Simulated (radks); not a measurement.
**Se²⁻ held by a Watson sphere**

Aim: the size and levels of Se²⁻ inside a shell of charge +2 and radius R, which stands for the Madelung well of a crystal, for several R.

Method: scalar-relativistic Kohn-Sham, LB94 model potential, spin-polarised, spherical densities, point nucleus. Code: radks (a radial shooting solver on a logarithmic mesh, Libxc functionals) version 1.

**1. What is computed**

| Item | Value |
| --- | --- |
| element | selenium (Z = 34) |
| charge | -2 |
| electrons | 36 |
| configuration | [Kr] |

Outer shells as boxes (Hund's rule):

Se²⁻
```
[Ar] core
3d [↑↓][↑↓][↑↓][↑↓][↑↓]
4s [↑↓]
4p [↑↓][↑↓][↑↓]
```

LB94 adds a gradient term to the LDA potential that gives it a −1/r tail. It is a model potential with no energy functional, so Etot and Exc are not given.

**2. R = 2.4 bohr**

Settings of this run:

```text
Z 34
configuration [Kr]
relativity scalar-relativistic
functional lda,pw
model_potential LB94
spin polarised
nucleus point
c 137.035999084
watson charge 2 radius 2.4 bohr
response adiabatic LDA kernel
```

**3. R = 2.65 bohr**

Settings, as their differences from step 2:

```diff
@@ -8,3 +8,3 @@
 c 137.035999084
-watson charge 2 radius 2.4 bohr
+watson charge 2 radius 2.65 bohr
 response adiabatic LDA kernel
```

**4. R = 2.74 bohr**

Settings, as their differences from step 3:

```diff
@@ -8,3 +8,3 @@
 c 137.035999084
-watson charge 2 radius 2.65 bohr
+watson charge 2 radius 2.74 bohr
 response adiabatic LDA kernel
```

**5. R = 3.33 bohr**

Settings, as their differences from step 4:

```diff
@@ -8,3 +8,3 @@
 c 137.035999084
-watson charge 2 radius 2.74 bohr
+watson charge 2 radius 3.33 bohr
 response adiabatic LDA kernel
```

**6. R = 3.73 bohr**

Settings, as their differences from step 5:

```diff
@@ -8,3 +8,3 @@
 c 137.035999084
-watson charge 2 radius 3.33 bohr
+watson charge 2 radius 3.73 bohr
 response adiabatic LDA kernel
```

**7. R = 4.46 bohr**

Settings, as their differences from step 6:

```diff
@@ -8,3 +8,3 @@
 c 137.035999084
-watson charge 2 radius 3.73 bohr
+watson charge 2 radius 4.46 bohr
 response adiabatic LDA kernel
```

**8. R = 4.63 bohr**

Settings, as their differences from step 7:

```diff
@@ -8,3 +8,3 @@
 c 137.035999084
-watson charge 2 radius 4.46 bohr
+watson charge 2 radius 4.63 bohr
 response adiabatic LDA kernel
```

**9. R = 4.67 bohr**

Settings, as their differences from step 8:

```diff
@@ -8,3 +8,3 @@
 c 137.035999084
-watson charge 2 radius 4.63 bohr
+watson charge 2 radius 4.67 bohr
 response adiabatic LDA kernel
```

**10. R = 5.1 bohr**

Settings, as their differences from step 9:

```diff
@@ -8,3 +8,3 @@
 c 137.035999084
-watson charge 2 radius 4.67 bohr
+watson charge 2 radius 5.1 bohr
 response adiabatic LDA kernel
```

Before running it: what results should come out? Wanted: for each run, R; highest level; its <r>; sum of <r²>; α.

The runs gave:

| R (bohr) | highest level (eV) | its <r> (bohr) | sum of <r²> (bohr²) | α (bohr³) |
| --- | --- | --- | --- | --- |
| 2.4 | -11.755 | 2.319 | 53.79 | 32.53 |
| 2.65 | -11.141 | 2.379 | 56.07 | 37.17 |
| 2.74 | -10.922 | 2.400 | 56.86 | 38.98 |
| 3.33 | -9.550 | 2.520 | 61.71 | 52.63 |
| 3.73 | -8.710 | 2.586 | 64.63 | 63.58 |
| 4.46 | -7.378 | 2.683 | 69.29 | 86.91 |
| 4.63 | -7.104 | 2.701 | 70.26 | 92.97 |
| 4.67 | -7.041 | 2.705 | 70.48 | 94.42 |
| 5.1 | -6.407 | 2.747 | 72.77 | 111.0 |

**Reading.** From R = 2.4 to 5.1 bohr the top level moves from -11.755 to -6.407 eV and its mean radius from 2.32 to 2.75 bohr. A wider sphere makes a shallower well, so the ion swells. The polarisability goes from 32.5 to 111 bohr³. Response by self-consistent Sternheimer equations with the Hartree and adiabatic LDA kernel, the relativistic mass of each level held fixed and spin-orbit coupling left out. The sphere does not respond.
